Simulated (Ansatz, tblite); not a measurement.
# Si15H24 ring disc (AlH₂₄PSi₁₃): a ladder of methods and basis sets, part 2 of 2

Aim: run the singlet of Si15H24 ring disc (AlH₂₄PSi₁₃) at one geometry on many levels, and compare frontier levels, spin and run time.

Ansatz 0.2.0, Gaussian basis; as each input shows. The steps go on from the part before.

**6. r2SCAN0-D4/def2-TZVP**

in.yaml reads:

```yaml
crystal:
  periodic: [false, false, false]
  atoms:
    - {symbol: Al, position_ang: [-0.162179, 0.162544, 1.422536]}
    - {symbol: P, position_ang: [1.244880, -1.246297, -0.023661]}
    - {symbol: Si, position_ang: [-2.813072, -2.736790, 1.090333]}
    - {symbol: Si, position_ang: [-2.892087, 0.200540, -1.525792]}
    - {symbol: Si, position_ang: [0.276726, -2.822159, -1.381637]}
    - {symbol: Si, position_ang: [2.818140, -0.278485, -1.384781]}
    - {symbol: Si, position_ang: [-0.198720, 2.895381, -1.524005]}
    - {symbol: Si, position_ang: [2.739766, 2.810372, 1.089449]}
    - {symbol: Si, position_ang: [-1.383924, -4.045477, -0.245786]}
    - {symbol: Si, position_ang: [-4.147372, -1.323937, -0.241334]}
    - {symbol: Si, position_ang: [-1.455190, -1.557406, 2.613441]}
    - {symbol: Si, position_ang: [-1.499019, 1.500656, -0.146019]}
    - {symbol: Si, position_ang: [1.561028, 1.451965, 2.612603]}
    - {symbol: Si, position_ang: [4.044305, 1.381643, -0.251164]}
    - {symbol: Si, position_ang: [1.326407, 4.148274, -0.238036]}
    - {symbol: H, position_ang: [-3.719985, -3.740771, 1.768101]}
    - {symbol: H, position_ang: [-3.839004, 1.047041, -2.344822]}
    - {symbol: H, position_ang: [-2.046966, -0.585276, -2.500976]}
    - {symbol: H, position_ang: [-0.249335, -2.020038, -2.536921]}
    - {symbol: H, position_ang: [1.414765, -3.683169, -1.865906]}
    - {symbol: H, position_ang: [2.014098, 0.247418, -2.538813]}
    - {symbol: H, position_ang: [3.678294, -1.416664, -1.870295]}
    - {symbol: H, position_ang: [-1.045343, 3.843415, -2.341567]}
    - {symbol: H, position_ang: [0.586909, 2.051554, -2.500449]}
    - {symbol: H, position_ang: [3.746158, 3.714846, 1.766914]}
    - {symbol: H, position_ang: [-2.107797, -4.826496, -1.315925]}
    - {symbol: H, position_ang: [-0.628567, -5.030083, 0.613303]}
    - {symbol: H, position_ang: [-5.028026, -2.174939, -1.125017]}
    - {symbol: H, position_ang: [-5.045975, -0.539297, 0.683399]}
    - {symbol: H, position_ang: [-2.380038, -0.966322, 3.653537]}
    - {symbol: H, position_ang: [-0.607264, -2.594440, 3.320757]}
    - {symbol: H, position_ang: [-2.416789, 2.417539, 0.635504]}
    - {symbol: H, position_ang: [2.070329, -2.069527, 0.809965]}
    - {symbol: H, position_ang: [2.598220, 0.601502, 3.316667]}
    - {symbol: H, position_ang: [0.973153, 2.376010, 3.655241]}
    - {symbol: H, position_ang: [5.030662, 0.625394, 0.605121]}
    - {symbol: H, position_ang: [4.823093, 2.105858, -1.322693]}
    - {symbol: H, position_ang: [0.542662, 5.045110, 0.689162]}
    - {symbol: H, position_ang: [2.177087, 5.030511, -1.120453]}
basis:
  gaussian: {orbitals: def2-TZVP, fitting: {mean_field: def2-universal-jkfit}, initial_orbitals: start.molden}
hamiltonian: {xc: {name: r2SCAN0}, dispersion: d4}
scf: {omitted_lower_state_checks: [starts]}
output: {orbitals: {seedname: orbitals}}
```

On the command line:

```bash
$ ansatz run in.yaml --threads 2 --pin off --events-out ev --progress --plain --max-ram 22528MiB --backend cuda --devices 0, --max-vram 18GiB
```

Log:

```text
Functional definition: r2SCAN0
  name "r2SCAN0"
  cite "Bursch, Neugebauer, Ehlert & Grimme, J. Chem. Phys. 156, 134105 (2022) doi:10.1063/5.0086040"
  cite "Furness, Kaplan, Ning, Perdew & Sun, J. Phys. Chem. Lett. 11, 8208 (2020) doi:10.1021/acs.jpclett.0c02405"
  cite "Furness, Kaplan, Ning, Perdew & Sun, J. Phys. Chem. Lett. 11, 9248 (2020) doi:10.1021/acs.jpclett.0c03077"
  parent r2scan
  parameter a = 0.25
  parameter k0 = 0.174
  parameter k1 = 0.065
  parameter a1 = 4.9479
  exchange = (1 - a)*r2scan_x(k0 = k0, k1 = k1, a1 = a1) + a*exact_x
  correlation = r2scan_c
these checks for a lower state are left out or cut short: starts
2352 factors; integrals over basis functions are off by at most 5.9e-1 eV
mean field evaluation 1: about -118680.4600 eV, gradient 1.5e1 eV
mean field evaluation 2: about -118680.6283 eV, gradient 1.5e-1 eV
mean field evaluation 4: about -118680.6154 eV, gradient 1.4e-4 eV
mean field -118680.61541186 eV, -4361.4321717755 hartree, gradient 2.4e-5 eV, S^2 0.000000; 0 other end points of the search recorded, 0 dependent functions left out
reference -118680.61543729 eV, -4361.4321727100 hartree; 117, 117 occupied and 582, 582 virtual orbitals, 2352 factors
Total energy: -118681.39844615 eV, -4361.4609477547 hartree
Checks for a lower state left out: starts
```

It took 5.5 s on 1 × H100 (card shared with other runs) with 2 threads of AMD EPYC 7R13, shared host; peak host memory 1.1 GiB.

Report: HOMO -6.84 eV, LUMO -1.59 eV.

**7. PBE-D4/def2-SVP**

Changes to in.yaml since step 6:

```diff
@@ -43,4 +43,4 @@
 basis:
-  gaussian: {orbitals: def2-TZVP, fitting: {mean_field: def2-universal-jkfit}, initial_orbitals: start.molden}
-hamiltonian: {xc: {name: r2SCAN0}, dispersion: d4}
+  gaussian: {orbitals: def2-SVP, initial_orbitals: start.molden}
+hamiltonian: {xc: pbe, dispersion: d4}
 scf: {omitted_lower_state_checks: [starts]}
```

The command is unchanged.

Log:

```text
Functional definition: PBE
  name "PBE"
  cite "Perdew, Burke & Ernzerhof, Phys. Rev. Lett. 77, 3865 (1996) doi:10.1103/PhysRevLett.77.3865"
  parent pbe
  parameter kappa = 0.804
  parameter beta = 0.06672455060314922
  exchange = pbe_x(kappa = kappa, mu = beta*pi^2/3)
  correlation = pbe_c(beta = beta)
these checks for a lower state are left out or cut short: starts
4340 factors; their error is unknown
mean field evaluation 1: about -118589.9666 eV, gradient 1.4e1 eV
mean field evaluation 2: about -118590.5432 eV, gradient 5.1e-1 eV
mean field evaluation 4: about -118590.1090 eV, gradient 2.3e-3 eV
mean field -118590.10900813 eV, -4358.1061227856 hartree, gradient 2.1e-5 eV, S^2 0.000000; 0 other end points of the search recorded, 0 dependent functions left out
reference -118590.10908488 eV, -4358.1061256064 hartree; 117, 117 occupied and 273, 273 virtual orbitals, 4340 factors
Total energy: -118592.31489099 eV, -4358.1871874857 hartree
Checks for a lower state left out: starts
```

Run time: 3.3 s. Hardware: 1 × H100 (card shared with other runs) with 2 threads of AMD EPYC 7R13, shared host; peak host memory 1.1 GiB.

HOMO -5.83 eV, LUMO -2.27 eV.

**8. PBE0-D4/def2-SVP**

Changes to in.yaml since step 7:

```diff
@@ -44,3 +44,3 @@
   gaussian: {orbitals: def2-SVP, initial_orbitals: start.molden}
-hamiltonian: {xc: pbe, dispersion: d4}
+hamiltonian: {xc: pbe0, dispersion: d4}
 scf: {omitted_lower_state_checks: [starts]}
```

The command is unchanged.

Log:

```text
Functional definition: PBE0
  name "PBE0"
  cite "Adamo & Barone, J. Chem. Phys. 110, 6158 (1999) doi:10.1063/1.478522"
  cite "Perdew, Burke & Ernzerhof, Phys. Rev. Lett. 77, 3865 (1996) doi:10.1103/PhysRevLett.77.3865"
  parent pbe
  parameter a = 0.25
  parameter kappa = 0.804
  parameter beta = 0.06672455060314922
  exchange = (1 - a)*pbe_x(kappa = kappa, mu = beta*pi^2/3) + a*exact_x
  correlation = pbe_c(beta = beta)
these checks for a lower state are left out or cut short: starts
3744 factors; integrals over basis functions are off by at most 1.0e-3 eV
mean field evaluation 1: about -118602.3164 eV, gradient 7.3e0 eV
mean field evaluation 2: about -118602.5230 eV, gradient 1.5e-1 eV
mean field evaluation 4: about -118602.6156 eV, gradient 7.3e-4 eV
mean field -118602.61559304 eV, -4358.5657313038 hartree, gradient 8.6e-6 eV, S^2 0.000000; 0 other end points of the search recorded, 0 dependent functions left out
reference -118602.61565091 eV, -4358.5657334305 hartree; 117, 117 occupied and 273, 273 virtual orbitals, 3744 factors
Total energy: -118604.61471210 eV, -4358.6391975746 hartree
Checks for a lower state left out: starts
```

Run time: 3.8 s. Hardware: 1 × H100 (card shared with other runs) with 2 threads of AMD EPYC 7R13, shared host; peak host memory 1 GiB.

Report: HOMO -6.78 eV, LUMO -1.58 eV.

**9. HF/STO-3G**

Changes to in.yaml since step 8:

```diff
@@ -43,4 +43,4 @@
 basis:
-  gaussian: {orbitals: def2-SVP, initial_orbitals: start.molden}
-hamiltonian: {xc: pbe0, dispersion: d4}
+  gaussian: {orbitals: STO-3G}
+hamiltonian: {xc: hf}
 scf: {omitted_lower_state_checks: [starts]}
```

The command is unchanged.

Log:

```text
Functional definition: HF
  name "HF"
  cite "Fock, Z. Phys. 61, 126 (1930) doi:10.1007/BF01340294"
  parent pbe
  exchange = exact_x
  correlation = 0
these checks for a lower state are left out or cut short: starts
1795 factors; integrals over basis functions are off by at most 5.6e-5 eV
mean field evaluation 1: about -117087.9936 eV, gradient 2.6e1 eV
mean field evaluation 2: about -117088.2213 eV, gradient 2.6e1 eV
mean field evaluation 4: about -117092.0728 eV, gradient 1.8e0 eV
mean field evaluation 8: about -117092.0931 eV, gradient 2.4e-4 eV
mean field -117092.09306048 eV, -4303.0550521013 hartree, gradient 1.6e-5 eV, S^2 0.000000; 0 other end points of the search recorded, 0 dependent functions left out
reference -117092.09306048 eV, -4303.0550521013 hartree; 117, 117 occupied and 42, 42 virtual orbitals, 1795 factors
Total energy: -117092.09306048 eV, -4303.0550521013 hartree
Checks for a lower state left out: starts
```

Run time: 1.6 s. Hardware: 1 × H100 (card shared with other runs) with 2 threads of AMD EPYC 7R13, shared host; peak host memory 0.8 GiB.

HOMO -5.80 eV, LUMO 7.77 eV.

**10. MP2/def2-SVP**

Changes to in.yaml since step 9:

```diff
@@ -43,4 +43,4 @@
 basis:
-  gaussian: {orbitals: STO-3G}
-hamiltonian: {xc: hf}
+  gaussian: {orbitals: def2-SVP, initial_orbitals: start.molden}
+correlation: {method: mp2}
 scf: {omitted_lower_state_checks: [starts]}
```

Same command.

Log:

```text
Functional definition: HF
  name "HF"
  cite "Fock, Z. Phys. 61, 126 (1930) doi:10.1007/BF01340294"
  parent pbe
  exchange = exact_x
  correlation = 0
these checks for a lower state are left out or cut short: starts
3744 factors; integrals over basis functions are off by at most 1.0e-3 eV
mean field evaluation 1: about -118406.8633 eV, gradient 3.4e1 eV
mean field evaluation 2: about -118409.3413 eV, gradient 2.1e0 eV
mean field evaluation 4: about -118409.3858 eV, gradient 4.8e-2 eV
mean field evaluation 8: about -118409.3859 eV, gradient 2.1e-6 eV
mean field -118409.38585353 eV, -4351.4646693528 hartree, gradient 2.1e-6 eV, S^2 0.000000; 0 other end points of the search recorded, 0 dependent functions left out
75 core orbitals not correlated: weight in the atoms' cores, before any rotation towards them, 1.000 or more for the frozen orbitals, at most 0.000 for the correlated occupied ones
reference -118409.38585353 eV, -4351.4646693528 hartree; 42, 42 occupied and 273, 273 virtual orbitals, 3744 factors
second order -39.98459500 eV of doubles, -0.00000000 eV of singles
Total energy: -118449.37044853 eV, -4352.9340761166 hartree
Checks for a lower state left out: starts
```

It took 3 s on 1 × H100 (card shared with other runs) with 2 threads of AMD EPYC 7R13, shared host; peak host memory 0.97 GiB.

From the report: Hartree-Fock HOMO -8.89 eV, LUMO 1.56 eV.

**11. RPA/def2-SVP**

Changes to in.yaml since step 10:

```diff
@@ -44,4 +44,4 @@
   gaussian: {orbitals: def2-SVP, initial_orbitals: start.molden}
-correlation: {method: mp2}
+hamiltonian: {xc: pbe}
+correlation: {method: rpa}
 scf: {omitted_lower_state_checks: [starts]}
-output: {orbitals: {seedname: orbitals}}
```

Launched as before.

Log:

```text
Functional definition: PBE
  name "PBE"
  cite "Perdew, Burke & Ernzerhof, Phys. Rev. Lett. 77, 3865 (1996) doi:10.1103/PhysRevLett.77.3865"
  parent pbe
  parameter kappa = 0.804
  parameter beta = 0.06672455060314922
  exchange = pbe_x(kappa = kappa, mu = beta*pi^2/3)
  correlation = pbe_c(beta = beta)
these checks for a lower state are left out or cut short: starts
3744 factors; integrals over basis functions are off by at most 1.0e-3 eV
mean field evaluation 1: about -118589.5404 eV, gradient 1.5e1 eV
mean field evaluation 2: about -118590.1262 eV, gradient 5.2e-1 eV
mean field evaluation 4: about -118590.1088 eV, gradient 1.8e-3 eV
mean field -118590.10880398 eV, -4358.1061152833 hartree, gradient 1.8e-6 eV, S^2 0.000000; 0 other end points of the search recorded, 0 dependent functions left out
75 core orbitals not correlated: weight in the atoms' cores, before any rotation towards them, 1.000 or more for the frozen orbitals, at most 0.000 for the correlated occupied ones
reference -118404.61197872 eV, -4351.2892326892 hartree; 42, 42 occupied and 273, 273 virtual orbitals, 3744 factors
Total energy: -118481.86518072 eV, -4354.1282354987 hartree
Checks for a lower state left out: starts
```

It took 5.5 s on 1 × H100 (card shared with other runs) with 2 threads of AMD EPYC 7R13, shared host; peak host memory 2.1 GiB.

**12. Comparison**

```
               level  functions  HOMO (eV)  LUMO (eV)  gap (eV)   time
           HF/STO-3G        159      -5.80       7.77     13.57  1.6 s
     PBE-D4/def2-SVP        390      -5.83      -2.27      3.56  3.3 s
    PBE-D4/def2-TZVP        699      -5.82      -2.38      3.43  6.5 s
 r2SCAN-D4/def2-TZVP        699      -6.01      -2.24      3.77  5.5 s
    PBE0-D4/def2-SVP        390      -6.78      -1.58      5.20  3.8 s
   PBE0-D4/def2-TZVP        699      -6.72      -1.65      5.07  5.5 s
r2SCAN0-D4/def2-TZVP        699      -6.84      -1.59      5.26  5.5 s
```

Energy pieces by basis (eV):

```
   basis            HF  MP2 correlation               total
def2-SVP  -118409.3859         -39.9846  -118449.3704 (MP2)
```

**13. Binding energy**

Free atoms were run apart at each level; binding is atoms less cluster, divided by the number of atoms, without zero-point or spin-orbit terms.

```csv
level,binding an atom (eV)
HF/STO-3G,3.537
HF/def2-SVP,2.306
PBE-D4/def2-SVP,3.123
PBE-D4/def2-TZVP,3.123
r2SCAN-D4/def2-TZVP,3.146
PBE0-D4/def2-SVP,3.120
PBE0-D4/def2-TZVP,3.125
r2SCAN0-D4/def2-TZVP,3.128
MP2/def2-SVP,2.873
```

**14. What came out**

The summary covers parts 1 to 2.

```
                                                 quantity                                   value
gap in def2-TZVP, named functionals, smallest and largest  3.43 eV (PBE-D4), 5.26 eV (r2SCAN0-D4)
                         correlation energy, MP2/def2-SVP                               -39.98 eV
                binding an atom, functionals in def2-TZVP    3.12 (PBE-D4) to 3.15 eV (r2SCAN-D4)
          PBE0 total energy, smallest basis above largest          40.57 eV (def2-SVP, def2-TZVP)
```

**Reading.** Over the named functionals in def2-TZVP the gap runs from 3.43 eV (PBE-D4) to 5.26 eV (r2SCAN0-D4); exact exchange widens it.

The slowest run with a step of its own, PBE-D4/def2-TZVP, took 6.5 s; the quickest functional in def2-TZVP took 5.5 s (shared host).
